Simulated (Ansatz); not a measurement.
Working through the interaction energy of a dimer with the counterpoise correction of CH4SSi, SMILES C[Si]S

Program: Ansatz 0.2.0, Python API.

The cells in order, each with its output:

```python
import ansatz as az
```

```python
FIRST = [
    ('C', (-0.8688, 0.6167, -0.2348)),
    ('Si', (0.2933, -0.0457, 0.9472)),
    ('S', (1.6148, -1.3325, -0.1234)),
    ('H', (-1.4248, -0.1144, -0.7408)),
    ('H', (-0.4166, 1.2361, -1.0459)),
    ('H', (-1.6243, 1.343, 0.2573)),
    ('H', (2.4267, -1.7033, 0.9401)),
]
SECOND = [
    ('C', (-3.4249, -0.1885, -3.8235)),
    ('Si', (-4.1889, 0.353, -2.3038)),
    ('S', (-4.0253, 2.4785, -2.2403)),
    ('H', (-2.4177, 0.0885, -3.9159)),
    ('H', (-3.9067, 0.1911, -4.7561)),
    ('H', (-3.4779, -1.3379, -3.952)),
    ('H', (-4.6855, 2.687, -1.0368)),
]
```

```python
def energy(atoms, ghosts=()):
    molecule = az.Crystal.molecule()
    for symbol, xyz in atoms:
        molecule = molecule.atom(symbol, xyz)
    calc = (
        molecule.calculation()
        .basis(gaussian='def2-SVPD')
        .functional('HF')
    )
    deck = calc.input()
    if ghosts:
        deck = deck.set(az.key.basis.gaussian.ghost_atoms, [{'symbol': s, 'position_ang': list(xyz)} for s, xyz in ghosts])
    return az.Session.from_dict(deck).plan().execute().report['free_energy_ev']
```

```python
# monomers in their own basis and in the basis of the dimer
both = energy(FIRST + SECOND)
alone = energy(FIRST) + energy(SECOND)
ghosted = energy(FIRST, SECOND) + energy(SECOND, FIRST)
print(f'dimer {both:.6f} eV')
print(f'interaction, uncorrected   {23.060548 * (both - alone):8.3f} kcal/mol')
print(f'interaction, counterpoise  {23.060548 * (both - ghosted):8.3f} kcal/mol')
print(f'basis-set superposition    {23.060548 * (alone - ghosted):8.3f} kcal/mol')
```

    dimer -39532.816025 eV
    interaction, uncorrected      0.551 kcal/mol
    interaction, counterpoise     1.062 kcal/mol
    basis-set superposition       0.511 kcal/mol

Uncorrected it is 0.551 kcal/mol, with the counterpoise correction 1.062 kcal/mol; the difference, 0.511 kcal/mol, is the superposition error. In this basis both values are repulsive.

Caveats:
- Total energies depend on the basis set; only differences at equal settings carry meaning.
- The dimer is a generated trial pose of unrelaxed monomers, not a minimum, so the figure is no binding energy, and the basis set is small.
- Hartree-Fock leaves correlation out, so bond, atomisation and ionisation energies come out well too low.
- This level lacks the dispersion part of the attraction (electrostatics and induction are there), which can decide the sign where the interaction is weak.
- It ran for 15 s on 1 thread of Arm Neoverse V1 (shared host), peak memory 0.63 GiB.
